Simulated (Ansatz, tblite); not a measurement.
# SnEt3(SiMe3) (C9H24SiSn): one state, many levels

Aim: run the singlet of SnEt3(SiMe3) (C9H24SiSn) at one geometry on many levels, and compare frontier levels, spin and run time.

Method: as each input shows; program: Ansatz 0.2.0, Gaussian basis.

Levels to be run: GFN1-xTB, GFN2-xTB, PBE-D4/def2-TZVP, r2SCAN-D4/def2-TZVP, PBE-D4/def2-SVP, PBE0-D4/def2-SVP, MP2/def2-SVP.

6 further runs of the same task are left out: 3 that didn't finish, 3 set aside as unsound or not needed. Runs told in other sessions of the task aren't counted.

**1. The structure**

The geometry is that of the singlet, from an earlier relaxation (PBE-D4/def2-SVP).

35 atoms, charge 0, spin multiplicity 1.

Bond lengths: Sn1–C2 2.200 Å, Sn1–C9 2.200 Å, Sn1–C16 2.200 Å, Sn1–Si23 2.598 Å, C2–C3 1.531 Å, C2–H4 1.110 Å, C2–H5 1.111 Å, C3–H6 1.112 Å, C3–H7 1.111 Å, C3–H8 1.110 Å, C9–C10 1.530 Å, C9–H11 1.110 Å, C9–H12 1.111 Å, C10–H13 1.112 Å, C10–H14 1.111 Å, C10–H15 1.111 Å, C16–C17 1.530 Å, C16–H18 1.110 Å and more. Angles: C2–Sn1–C9 107.5°, C2–Sn1–C16 108.7°, C2–Sn1–Si23 111.2°, C9–Sn1–C16 106.1°, C9–Sn1–Si23 109.7°, C16–Sn1–Si23 113.5°, Sn1–C2–C3 113.0°, Sn1–C2–H4 107.4°, Sn1–C2–H5 107.3°, C3–C2–H4 111.2°, C3–C2–H5 111.2°, H4–C2–H5 106.5°, C2–C3–H6 112.3°, C2–C3–H7 111.8°, C2–C3–H8 111.9°, H6–C3–H7 106.8°, H6–C3–H8 106.8°, H7–C3–H8 106.7° and more.

Sn takes a core potential in the def2 sets. No spin-orbit coupling is included.

PBE0-D4/def2-TZVP was run before; its log isn't repeated, and its numbers join the tables.

**2. GFN1-xTB**

Tight binding, by tblite at 300 K electronic temperature and without a spin-polarisation term:

```python
tblite.interface.Calculator('GFN1-xTB', numbers, positions, charge=0, uhf=0).singlepoint()
```

Energy -987.9067 eV, HOMO -10.78 eV, LUMO -6.06 eV; 0.042 s.

**3. GFN2-xTB**

Tight binding, by tblite at 300 K electronic temperature and without a spin-polarisation term:

```python
tblite.interface.Calculator('GFN2-xTB', numbers, positions, charge=0, uhf=0).singlepoint()
```

Energy -959.6507 eV, HOMO -9.81 eV, LUMO -5.60 eV; 0.035 s.

**4. PBE-D4/def2-TZVP**

start.molden holds the orbitals of an earlier run on this state, given as this run's starting guess.

Input file in.yaml:

```yaml
crystal:
  periodic: [false, false, false]
  atoms:
    - {symbol: Sn, position_ang: [0.109527, 0.592532, 0.298595]}
    - {symbol: C, position_ang: [0.259938, 0.636193, 2.492668]}
    - {symbol: C, position_ang: [0.979012, -0.586086, 3.068366]}
    - {symbol: H, position_ang: [-0.772037, 0.720218, 2.894086]}
    - {symbol: H, position_ang: [0.783030, 1.576495, 2.768576]}
    - {symbol: H, position_ang: [1.051795, -0.549139, 4.177556]}
    - {symbol: H, position_ang: [0.456019, -1.532213, 2.812049]}
    - {symbol: H, position_ang: [2.015501, -0.678370, 2.680801]}
    - {symbol: C, position_ang: [2.155464, 0.690862, -0.505223]}
    - {symbol: C, position_ang: [2.197445, 0.710779, -2.034656]}
    - {symbol: H, position_ang: [2.712589, -0.179915, -0.099727]}
    - {symbol: H, position_ang: [2.635091, 1.597064, -0.077754]}
    - {symbol: H, position_ang: [3.236078, 0.762773, -2.429066]}
    - {symbol: H, position_ang: [1.732290, -0.198015, -2.473032]}
    - {symbol: H, position_ang: [1.650812, 1.582582, -2.452461]}
    - {symbol: C, position_ang: [-0.901217, 2.426614, -0.376024]}
    - {symbol: C, position_ang: [-0.126345, 3.697575, -0.022063]}
    - {symbol: H, position_ang: [-1.916608, 2.433989, 0.073006]}
    - {symbol: H, position_ang: [-1.044696, 2.335367, -1.473377]}
    - {symbol: H, position_ang: [-0.643895, 4.617087, -0.374019]}
    - {symbol: H, position_ang: [0.013315, 3.806436, 1.074213]}
    - {symbol: H, position_ang: [0.886430, 3.704242, -0.477464]}
    - {symbol: Si, position_ang: [-1.046458, -1.585409, -0.518791]}
    - {symbol: C, position_ang: [-1.796979, -1.318690, -2.245168]}
    - {symbol: C, position_ang: [0.246472, -2.977169, -0.607710]}
    - {symbol: C, position_ang: [-2.422666, -2.089739, 0.692301]}
    - {symbol: H, position_ang: [-2.294484, -2.244513, -2.605288]}
    - {symbol: H, position_ang: [-1.017316, -1.041222, -2.984006]}
    - {symbol: H, position_ang: [-2.553628, -0.507572, -2.232329]}
    - {symbol: H, position_ang: [1.070401, -2.715095, -1.302929]}
    - {symbol: H, position_ang: [0.695286, -3.172719, 0.387803]}
    - {symbol: H, position_ang: [-0.215141, -3.922164, -0.965883]}
    - {symbol: H, position_ang: [-2.019051, -2.249728, 1.713258]}
    - {symbol: H, position_ang: [-3.207899, -1.308983, 0.758351]}
    - {symbol: H, position_ang: [-2.908076, -3.034088, 0.365322]}
basis:
  gaussian: {orbitals: def2-TZVP, initial_orbitals: start.molden}
hamiltonian: {xc: pbe, dispersion: d4}
scf: {omitted_lower_state_checks: [starts]}
output: {forces: true, orbitals: {seedname: orbitals}}
```

Started as:

```bash
ansatz run in.yaml --threads 4 --pin off --events-out ev --progress --plain --max-ram 6963MiB
```

After this run come: r2SCAN-D4/def2-TZVP; PBE-D4/def2-SVP; PBE0-D4/def2-SVP; MP2/def2-SVP.

**Question.** What will the summary of the whole plan be? Wanted: gap in def2-TZVP, named functionals, smallest and largest; correlation energy, MP2/def2-SVP; binding an atom, functionals in def2-TZVP; PBE0 total energy, smallest basis above largest.

The runs gave:

| quantity | value |
| --- | --- |
| gap in def2-TZVP, named functionals, smallest and largest | 5.17 eV (PBE-D4), 6.94 eV (PBE0-D4) |
| correlation energy, MP2/def2-SVP | -41.80 eV |
| binding an atom, functionals in def2-TZVP | 3.92 (r2SCAN-D4) to 3.97 eV (PBE-D4) |
| PBE0 total energy, smallest basis above largest | 13.31 eV (def2-SVP, def2-TZVP) |

What this shows: Orbital gaps of the named functionals in def2-TZVP span 5.17 eV (PBE-D4) to 6.94 eV (PBE0-D4); exact exchange widens it.
